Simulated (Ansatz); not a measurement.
# One input on several machines: PBEsol, a 2×2×1 supercell of CuPt7 (Fm-3m), with one vacancy

The runs below are of Ansatz 0.2.0 on an Arm Neoverse N1 node (56 of its 64 cores, memory capped at 64 GiB); a node with eight NVIDIA H100 80GB cards and 96 AMD EPYC 7R13 cores, one at a time and with no other job on the machine; times are wall-clock times from launch to exit. Times and memory are rounded to two significant figures, and ratios are formed from the unrounded values. A row is a single run, so small differences between rows aren't established. Precision is the program's default, which can work at lower precision in parts of a run. Card memory is the largest of readings taken every 0.4 s, so short peaks can be missed, and it isn't given for runs under about 3 s. It shows what a run took, which needn't be the least that it can run in: the program holds more work at once where threads and free memory allow.

Commands are shown without the flags for output files and display.

The folder soft_1 holds one of the program's own sets of PAW files, generated with PBE and used with every functional where the input names it. For this functional the program regenerates the frozen cores at set-up.

| Property | Result |
| --- | --- |
| atoms | 31 |
| valence electrons | 562 |
| cell volume | 476.9 Å³ |
| cutoff | 300 eV |
| k mesh | 2×2×4 |
| k points solved | 12 |
| symmetry operations used (translations within a supercell counted) | 2 |
| plane waves at Γ | 5607 |
| dense FFT grid | 64×64×32 |
| bands at the start | 338 |
| spin | none |
| first density | superposed atoms |

The input file:

```yaml
crystal:
  lattice:
    - [0.000000, 7.812802, 7.812802]
    - [7.812802, 0.000000, 7.812802]
    - [3.906401, 3.906401, 0.000000]
  atoms:
    - { symbol: Cu, position: [0.250000, 0.250000, 0.500000] }
    - { symbol: Pt, position: [0.000000, 0.000000, 0.000000] }
    - { symbol: Pt, position: [0.000000, 0.250000, 0.000000] }
    # ... 27 more atoms, left out here ...
    - { symbol: Pt, position: [0.750000, 0.750000, 0.000000] }
kpoints:
  mp_grid: { grid: [2, 2, 4] }
basis: { ecutwfc: 300 }
hamiltonian:
  xc: pbesol
  pseudopotentials: { azcp: { folder: soft_1 } }
scf:
  occupations: { method: fermi_dirac, width: 0.1 }
  mixing: { preconditioner: local_kerker }
output: { forces: true, stress: true, eigenvalues: true }
```

The typed cutoff is below the 420 eV that the potentials recommend, and the program warns of it.

```csv
machine share,command,wall time,SCF clock,outside it,CPU time,SCF iterations,threads,host memory (GiB)
1 × H100,ansatz run input.yaml --backend cuda --devices 1,2.9 s,1.1 s,1.8 s,12 s,18,48,1.4
"96 threads, EPYC 7R13",ansatz run input.yaml --backend cpu,10 s,9.4 s,0.55 s,14 min,18,96,5.8
```

The SCF clock is the program's own. It runs from the start of the first SCF loop to the final result and holds forces, stress, later SCFs and response steps. Outside it lie start-up, exit and the set-up ahead of the first loop, which depends on the cell and the method.

Among these rows the slowest by wall time (96 threads, EPYC 7R13) takes 3.4 times as long as the fastest (1 × H100). Up to 63 % of a wall time lies outside the SCF clock (1 × H100), so the wall times show the speed at the clocked work only in part. On the SCF clock alone the slowest (96 threads, EPYC 7R13) takes 8.5 times as long as the fastest (1 × H100). The fastest takes under 2 s, so this ratio is rough.

Q: How long does the same input take on 56 threads, Neoverse N1 (taskset -c 8-63 ansatz run input.yaml --backend cpu --max-ram 64GiB)?

A: 8.8 s, in 18 SCF iterations, 0.88 times the time on 96 threads, EPYC 7R13; peak host memory 5.4 GiB.
